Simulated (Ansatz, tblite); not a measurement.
**The cluster Si9H15: one state, many levels**

Aim: run the doublet of the cluster Si9H15 at one geometry on many levels, and compare frontier levels, spin and run time.

Program: Ansatz 0.2.0, Gaussian basis. Level of theory: as each input shows. These are calculated values, not measurements.

Levels to be run: GFN1-xTB, GFN2-xTB, PBE-D4/def2-TZVP, r2SCAN-D4/def2-TZVP, BLYP-D4/def2-TZVP, PBE-D4/def2-SVP, PBE0-D4/def2-SVP, MP2/def2-SVP.

2 further runs of the same task are left out: 2 set aside as unsound or not needed.

### Step 1. The geometry

The geometry is that of the doublet, from an earlier relaxation (r2SCAN-D4/def2-SVP). At that level it is the lowest of the isomers that a small search found.

24 atoms, charge 0, spin multiplicity 2.

Bond lengths: Si1–Si3 2.360 Å, Si1–Si4 2.354 Å, Si1–H10 1.498 Å, Si1–H19 1.499 Å, Si2–Si7 2.331 Å, Si2–H14 1.494 Å, Si2–H24 1.496 Å, Si3–Si8 2.358 Å, Si3–Si9 2.368 Å, Si3–H18 1.499 Å, Si4–Si7 2.349 Å, Si4–H16 1.497 Å, Si4–H23 1.498 Å, Si5–Si6 2.355 Å, Si5–Si9 2.367 Å, Si5–H11 1.496 Å, Si5–H20 1.499 Å, Si6–Si7 2.369 Å and more. Angles: Si3–Si1–Si4 110.0°, Si3–Si1–H10 110.2°, Si3–Si1–H19 109.5°, Si4–Si1–H10 109.3°, Si4–Si1–H19 109.6°, H10–Si1–H19 108.2°, Si7–Si2–H14 117.3°, Si7–Si2–H24 115.1°, H14–Si2–H24 111.0°, Si1–Si3–Si8 107.7°, Si1–Si3–Si9 111.0°, Si1–Si3–H18 109.8°, Si8–Si3–Si9 104.0°, Si8–Si3–H18 113.1°, Si9–Si3–H18 111.0°, Si1–Si4–Si7 107.3°, Si1–Si4–H16 109.5°, Si1–Si4–H23 110.4° and more.

PBE0-D4/def2-TZVP was run before; its log isn't repeated, and its numbers join the tables.

### Step 2. GFN1-xTB

Tight binding, by tblite at 300 K electronic temperature and without a spin-polarisation term:

```python
tblite.interface.Calculator('GFN1-xTB', numbers, positions, charge=0, uhf=1).singlepoint()
```

Energy -668.6967 eV; 0.15 s.

### Step 3. GFN2-xTB

Tight binding, by tblite at 300 K electronic temperature and without a spin-polarisation term:

```python
tblite.interface.Calculator('GFN2-xTB', numbers, positions, charge=0, uhf=1).singlepoint()
```

Energy -626.1442 eV; 0.17 s.

### Step 4. PBE-D4/def2-TZVP

start.molden holds the orbitals of an earlier run on this state, given as this run's starting guess.

File in.yaml:

```yaml
crystal:
  periodic: [false, false, false]
  atoms:
    - {symbol: Si, position_ang: [-1.888121, -1.777690, 0.123940]}
    - {symbol: Si, position_ang: [2.243241, -1.647424, 0.624919]}
    - {symbol: Si, position_ang: [-1.718232, 0.071162, -1.332918]}
    - {symbol: Si, position_ang: [-1.035127, -1.214549, 2.243996]}
    - {symbol: Si, position_ang: [1.753055, 1.535271, -1.446085]}
    - {symbol: Si, position_ang: [0.719957, 1.852352, 0.646342]}
    - {symbol: Si, position_ang: [1.021423, -0.130656, 1.905968]}
    - {symbol: Si, position_ang: [-1.536796, 2.014695, -0.009674]}
    - {symbol: Si, position_ang: [0.315126, 0.010257, -2.545159]}
    - {symbol: H, position_ang: [-1.120970, -2.941795, -0.425152]}
    - {symbol: H, position_ang: [3.162544, 1.044900, -1.338829]}
    - {symbol: H, position_ang: [-1.745787, 3.252018, -0.828091]}
    - {symbol: H, position_ang: [1.697423, 0.196096, 3.207065]}
    - {symbol: H, position_ang: [3.676824, -1.320661, 0.357924]}
    - {symbol: H, position_ang: [0.071105, 0.469484, -3.950942]}
    - {symbol: H, position_ang: [-2.001064, -0.313222, 2.948365]}
    - {symbol: H, position_ang: [1.225759, 3.039535, 1.406686]}
    - {symbol: H, position_ang: [-2.895547, 0.098135, -2.259823]}
    - {symbol: H, position_ang: [-3.325090, -2.183370, 0.251077]}
    - {symbol: H, position_ang: [1.750161, 2.823499, -2.212052]}
    - {symbol: H, position_ang: [-2.495685, 2.025158, 1.139063]}
    - {symbol: H, position_ang: [0.881079, -1.374036, -2.595017]}
    - {symbol: H, position_ang: [-0.839185, -2.447126, 3.072304]}
    - {symbol: H, position_ang: [2.083916, -3.082042, 1.016103]}
basis:
  gaussian: {orbitals: def2-TZVP, initial_orbitals: start.molden}
magnetization: {spin_polarized: true, initial_magnetization: 1}
hamiltonian: {xc: pbe, dispersion: d4}
scf: {omitted_lower_state_checks: [starts]}
output: {forces: true, orbitals: {seedname: orbitals}}
```

The run is started by

```
ansatz run in.yaml --threads 6 --pin off --events-out ev --progress --plain --max-ram 7833MiB
```

The program printed (excerpt; [...] marks lines left out):

```text
Functional definition: PBE
  name "PBE"
  cite "Perdew, Burke & Ernzerhof, Phys. Rev. Lett. 77, 3865 (1996) doi:10.1103/PhysRevLett.77.3865"
  parent pbe
[...]
2928 factors; their error is unknown
[...]
mean field -71107.93690422 eV, -2613.1684825393 hartree, gradient 1.4e-5 eV, S^2 0.754168; 0 other end points of the search recorded, 0 dependent functions left out
[...]
reference -71107.93698134 eV, -2613.1684853736 hartree; 71, 70 occupied and 352, 353 virtual orbitals, 2928 factors
Total energy: -71109.18791371 eV, -2613.2144562900 hartree
Atom 0 at    -1.888121    -1.777690     0.123940 Å, force     0.048893     0.084487     0.023661 eV/Å
Atom 1 at     2.243241    -1.647424     0.624919 Å, force    -0.130297     0.129090    -0.003432 eV/Å
Atom 2 at    -1.718232     0.071162    -1.332918 Å, force     0.091753     0.007030     0.065887 eV/Å
Atom 3 at    -1.035127    -1.214549     2.243996 Å, force     0.057713     0.007077    -0.099006 eV/Å
Atom 4 at     1.753055     1.535271    -1.446085 Å, force    -0.109315    -0.069776     0.062523 eV/Å
Atom 5 at     0.719957     1.852352     0.646342 Å, force    -0.036599    -0.107741    -0.083042 eV/Å
Atom 6 at     1.021423    -0.130656     1.905968 Å, force    -0.049957    -0.016496    -0.076322 eV/Å
Atom 7 at    -1.536796     2.014695    -0.009674 Å, force     0.100254    -0.105859    -0.038636 eV/Å
Atom 8 at     0.315126     0.010257    -2.545159 Å, force    -0.015897     0.059538     0.103350 eV/Å
Atom 9 at    -1.120970    -2.941795    -0.425152 Å, force     0.009030    -0.016799    -0.007235 eV/Å
Atom 10 at     3.162544     1.044900    -1.338829 Å, force     0.032305    -0.004646    -0.001078 eV/Å
Atom 11 at    -1.745787     3.252018    -0.828091 Å, force    -0.012992     0.029263    -0.008563 eV/Å
Atom 12 at     1.697423     0.196096     3.207065 Å, force     0.022830     0.015695     0.047024 eV/Å
Atom 13 at     3.676824    -1.320661     0.357924 Å, force     0.052081    -0.011028    -0.002957 eV/Å
Atom 14 at     0.071105     0.469484    -3.950942 Å, force    -0.005128     0.008546    -0.036867 eV/Å
Atom 15 at    -2.001064    -0.313222     2.948365 Å, force    -0.014364     0.016764     0.016400 eV/Å
Atom 16 at     1.225759     3.039535     1.406686 Å, force     0.014318     0.038571     0.028245 eV/Å
Atom 17 at    -2.895547     0.098135    -2.259823 Å, force    -0.034473     0.003604    -0.027104 eV/Å
Atom 18 at    -3.325090    -2.183370     0.251077 Å, force    -0.031788    -0.015393     0.002063 eV/Å
Atom 19 at     1.750161     2.823499    -2.212052 Å, force     0.014358     0.028804    -0.017116 eV/Å
Atom 20 at    -2.495685     2.025158     1.139063 Å, force    -0.020802     0.006873     0.020993 eV/Å
Atom 21 at     0.881079    -1.374036    -2.595017 Å, force     0.006602    -0.022357    -0.001264 eV/Å
Atom 22 at    -0.839185    -2.447126     3.072304 Å, force    -0.005660    -0.017912     0.028344 eV/Å
Atom 23 at     2.083916    -3.082042     1.016103 Å, force     0.017136    -0.047335     0.004133 eV/Å
Dipole moment:     0.005536     0.022045     0.042396 e Å
Checks for a lower state left out: starts
```

It took 43 s on 6 threads of Intel Xeon at 2.50GHz, shared host; peak memory 1.5 GiB.

HOMO -5.17 eV, LUMO -3.71 eV (over both spins); ⟨S²⟩ 0.754 (pure: 0.75).

### Step 5. r2SCAN-D4/def2-TZVP

in.yaml: that of step 4 with these lines changed.

```diff
@@ -30,4 +30,4 @@
 magnetization: {spin_polarized: true, initial_magnetization: 1}
-hamiltonian: {xc: pbe, dispersion: d4}
+hamiltonian: {xc: r2scan, dispersion: d4}
 scf: {omitted_lower_state_checks: [starts]}
-output: {forces: true, orbitals: {seedname: orbitals}}
+output: {orbitals: {seedname: orbitals}}
```

Launched as before.

The program printed:

```text
Functional definition: r2SCAN
  name "r2SCAN"
  cite "Furness, Kaplan, Ning, Perdew & Sun, J. Phys. Chem. Lett. 11, 8208 (2020) doi:10.1021/acs.jpclett.0c02405"
  cite "Furness, Kaplan, Ning, Perdew & Sun, J. Phys. Chem. Lett. 11, 9248 (2020) doi:10.1021/acs.jpclett.0c03077"
  parent r2scan
  parameter k0 = 0.174
  parameter k1 = 0.065
  parameter a1 = 4.9479
  exchange = r2scan_x(k0 = k0, k1 = k1, a1 = a1)
  correlation = r2scan_c
these checks for a lower state are left out or cut short: starts
2928 factors; their error is unknown
mean field evaluation 1: about -71138.5991 eV, gradient 8.9e0 eV
mean field evaluation 2: about -71138.6988 eV, gradient 1.7e-1 eV
mean field evaluation 4: about -71138.6389 eV, gradient 6.0e-4 eV
mean field -71138.63888114 eV, -2614.2967593807 hartree, gradient 1.0e-5 eV, S^2 0.758047; 0 other end points of the search recorded, 0 dependent functions left out
reference -71138.63891016 eV, -2614.2967604472 hartree; 71, 70 occupied and 352, 353 virtual orbitals, 2928 factors
Total energy: -71138.96921087 eV, -2614.3088987742 hartree
Checks for a lower state left out: starts
```

It took 69 s on 6 threads of Intel Xeon at 2.50GHz, shared host; peak memory 1.7 GiB.

Report: HOMO -5.51 eV, LUMO -3.35 eV (over both spins); ⟨S²⟩ 0.758 (pure: 0.75).

### Step 6. BLYP-D4/def2-TZVP

in.yaml: that of step 5 with these lines changed.

```diff
@@ -30,3 +30,3 @@
 magnetization: {spin_polarized: true, initial_magnetization: 1}
-hamiltonian: {xc: r2scan, dispersion: d4}
+hamiltonian: {xc: {name: BLYP}, dispersion: d4}
 scf: {omitted_lower_state_checks: [starts]}
```

Same command.

The program printed:

```text
Functional definition: BLYP
  name "BLYP"
  cite "Becke, Phys. Rev. A 38, 3098 (1988) doi:10.1103/PhysRevA.38.3098"
  cite "Lee, Yang & Parr, Phys. Rev. B 37, 785 (1988) doi:10.1103/PhysRevB.37.785"
  parameter beta = 0.0042
  parameter a = 0.04918
  parameter b = 0.132
  parameter c = 0.2533
  parameter d = 0.349
  exchange = b88_x(beta = beta)
  correlation = lyp_c(a = a, b = b, c = c, d = d)
these checks for a lower state are left out or cut short: starts
2928 factors; their error is unknown
mean field evaluation 1: about -71142.0596 eV, gradient 1.7e1 eV
mean field evaluation 2: about -71142.6291 eV, gradient 5.4e-1 eV
mean field evaluation 4: about -71142.5750 eV, gradient 5.4e-2 eV
mean field evaluation 8: about -71142.5750 eV, gradient 2.5e-5 eV
mean field -71142.57499950 eV, -2614.4414090621 hartree, gradient 2.5e-5 eV, S^2 0.752939; 0 other end points of the search recorded, 0 dependent functions left out
reference -71142.57561920 eV, -2614.4414318358 hartree; 71, 70 occupied and 352, 353 virtual orbitals, 2928 factors
Total energy: -71145.11770055 eV, -2614.5348516024 hartree
Checks for a lower state left out: starts
```

It took 37 s on 6 threads of Intel Xeon at 2.50GHz, shared host; peak memory 1.5 GiB.

Report: HOMO -4.91 eV, LUMO -3.65 eV (over both spins); ⟨S²⟩ 0.753 (pure: 0.75).

### Step 7. PBE-D4/def2-SVP

in.yaml: that of step 6 with these lines changed.

```diff
@@ -28,5 +28,5 @@
 basis:
-  gaussian: {orbitals: def2-TZVP, initial_orbitals: start.molden}
+  gaussian: {orbitals: def2-SVP, initial_orbitals: start.molden}
 magnetization: {spin_polarized: true, initial_magnetization: 1}
-hamiltonian: {xc: {name: BLYP}, dispersion: d4}
+hamiltonian: {xc: pbe, dispersion: d4}
 scf: {omitted_lower_state_checks: [starts]}
```

Same command.

The program printed:

```text
Functional definition: PBE
  name "PBE"
  cite "Perdew, Burke & Ernzerhof, Phys. Rev. Lett. 77, 3865 (1996) doi:10.1103/PhysRevLett.77.3865"
  parent pbe
  parameter kappa = 0.804
  parameter beta = 0.06672455060314922
  exchange = pbe_x(kappa = kappa, mu = beta*pi^2/3)
  correlation = pbe_c(beta = beta)
these checks for a lower state are left out or cut short: starts
2634 factors; their error is unknown
mean field evaluation 1: about -71083.2598 eV, gradient 7.8e0 eV
mean field evaluation 2: about -71083.6061 eV, gradient 3.8e-1 eV
mean field evaluation 4: about -71083.3195 eV, gradient 2.2e-3 eV
mean field -71083.31951378 eV, -2612.2638101270 hartree, gradient 2.2e-5 eV, S^2 0.753407; 0 other end points of the search recorded, 0 dependent functions left out
reference -71083.31957161 eV, -2612.2638122523 hartree; 71, 70 occupied and 166, 167 virtual orbitals, 2634 factors
Total energy: -71084.57050398 eV, -2612.3097831687 hartree
Checks for a lower state left out: starts
```

Run time: 17 s. Hardware: 6 threads of Intel Xeon at 2.50GHz, shared host; peak memory 0.6 GiB.

HOMO -5.14 eV, LUMO -3.66 eV (over both spins); ⟨S²⟩ 0.753 (pure: 0.75).

### Step 8. PBE0-D4/def2-SVP

in.yaml: that of step 7 with these lines changed.

```diff
@@ -30,3 +30,3 @@
 magnetization: {spin_polarized: true, initial_magnetization: 1}
-hamiltonian: {xc: pbe, dispersion: d4}
+hamiltonian: {xc: pbe0, dispersion: d4}
 scf: {omitted_lower_state_checks: [starts]}
```

Same command.

The program printed:

```text
Functional definition: PBE0
  name "PBE0"
  cite "Adamo & Barone, J. Chem. Phys. 110, 6158 (1999) doi:10.1063/1.478522"
  cite "Perdew, Burke & Ernzerhof, Phys. Rev. Lett. 77, 3865 (1996) doi:10.1103/PhysRevLett.77.3865"
  parent pbe
  parameter a = 0.25
  parameter kappa = 0.804
  parameter beta = 0.06672455060314922
  exchange = (1 - a)*pbe_x(kappa = kappa, mu = beta*pi^2/3) + a*exact_x
  correlation = pbe_c(beta = beta)
these checks for a lower state are left out or cut short: starts
2289 factors; integrals over basis functions are off by at most 1.0e-3 eV
mean field evaluation 1: about -71090.7227 eV, gradient 4.0e0 eV
mean field evaluation 2: about -71090.8486 eV, gradient 1.1e-1 eV
mean field evaluation 4: about -71090.8985 eV, gradient 4.9e-4 eV
mean field -71090.89847337 eV, -2612.5423317546 hartree, gradient 1.2e-5 eV, S^2 0.754172; 0 other end points of the search recorded, 0 dependent functions left out
reference -71090.89851690 eV, -2612.5423333543 hartree; 71, 70 occupied and 166, 167 virtual orbitals, 2289 factors
Total energy: -71092.01566494 eV, -2612.5833877877 hartree
Checks for a lower state left out: starts
```

It took 32 s on 6 threads of Intel Xeon at 2.50GHz, shared host; peak memory 1.3 GiB.

From the report: HOMO -6.18 eV, LUMO -2.85 eV (over both spins); ⟨S²⟩ 0.754 (pure: 0.75).

### Step 9. MP2/def2-SVP

in.yaml: that of step 8 with these lines changed.

```diff
@@ -30,3 +30,3 @@
 magnetization: {spin_polarized: true, initial_magnetization: 1}
-hamiltonian: {xc: pbe0, dispersion: d4}
+correlation: {method: mp2}
 scf: {omitted_lower_state_checks: [starts]}
```

Same command.

The program printed:

```text
Functional definition: HF
  name "HF"
  cite "Fock, Z. Phys. 61, 126 (1930) doi:10.1007/BF01340294"
  parent pbe
  exchange = exact_x
  correlation = 0
these checks for a lower state are left out or cut short: starts
2289 factors; integrals over basis functions are off by at most 1.0e-3 eV
mean field evaluation 1: about -70973.5829 eV, gradient 1.9e1 eV
mean field evaluation 2: about -70975.0747 eV, gradient 1.2e0 eV
mean field evaluation 4: about -70975.1029 eV, gradient 2.9e-2 eV
mean field evaluation 8: about -70975.1030 eV, gradient 1.7e-6 eV
mean field -70975.10295910 eV, -2608.2869250943 hartree, gradient 1.7e-6 eV, S^2 0.759143; 0 other end points of the search recorded, 0 dependent functions left out
45 core orbitals not correlated: weight in the atoms' cores, before any rotation towards them, 1.000 or more for the frozen orbitals, at most 0.000 for the correlated occupied ones
reference -70975.10295910 eV, -2608.2869250943 hartree; 26, 25 occupied and 166, 167 virtual orbitals, 2289 factors
second order -23.70393954 eV of doubles, -0.00000000 eV of singles
Total energy: -70998.80689864 eV, -2609.1580288054 hartree
Checks for a lower state left out: starts
```

Wall time 24 s (6 threads of Intel Xeon at 2.50GHz, shared host); peak memory 1.3 GiB.

Report: Hartree-Fock HOMO -8.69 eV, LUMO 0.72 eV (over both spins); ⟨S²⟩ 0.759 (pure: 0.75).

### Step 10. Levels side by side

```tsv
level	functions	HOMO (eV)	LUMO (eV)	gap (eV)	⟨S²⟩	time
PBE-D4/def2-SVP	237	-5.14	-3.66	1.48	0.753	17 s
PBE-D4/def2-TZVP	423	-5.17	-3.71	1.46	0.754	43 s
BLYP-D4/def2-TZVP	423	-4.91	-3.65	1.26	0.753	37 s
r2SCAN-D4/def2-TZVP	423	-5.51	-3.35	2.17	0.758	69 s
PBE0-D4/def2-SVP	237	-6.18	-2.85	3.33	0.754	32 s
PBE0-D4/def2-TZVP	423	-6.17	-2.85	3.32	0.755	1.7 min
```

The pieces so far (eV):

```tsv
basis	HF	MP2 correlation	total
def2-SVP	-70975.1030	-23.7039	-70998.8069 (MP2)
```

### Step 11. Binding energy

Free atoms were run apart at each level; binding is atoms less cluster, divided by the number of atoms, without zero-point or spin-orbit terms.

```tsv
level	binding an atom (eV)
HF/def2-SVP	2.290
PBE-D4/def2-SVP	3.076
PBE-D4/def2-TZVP	3.078
BLYP-D4/def2-TZVP	3.033
r2SCAN-D4/def2-TZVP	3.106
PBE0-D4/def2-SVP	3.074
PBE0-D4/def2-TZVP	3.082
MP2/def2-SVP	2.834
```

### Step 12. Summary of results

| quantity | value |
| --- | --- |
| gap in def2-TZVP, named functionals, smallest and largest | 1.26 eV (BLYP-D4), 3.32 eV (PBE0-D4) |
| correlation energy, MP2/def2-SVP | -23.70 eV |
| binding an atom, functionals in def2-TZVP | 3.03 (BLYP-D4) to 3.11 eV (r2SCAN-D4) |
| ⟨S²⟩ in def2-TZVP, named functionals, smallest and largest | 0.753, 0.758 |
| PBE0 total energy, smallest basis above largest | 24.35 eV (def2-SVP, def2-TZVP) |

In words: Orbital gaps of the named functionals in def2-TZVP span 1.26 eV (BLYP-D4) to 3.32 eV (PBE0-D4); exact exchange widens it. Over the named functionals in def2-TZVP spin contamination reaches 0.01 (r2SCAN-D4), which is small.

The slowest run with a step of its own, r2SCAN-D4/def2-TZVP, took 69 s; the quickest functional in def2-TZVP took 37 s (shared host).
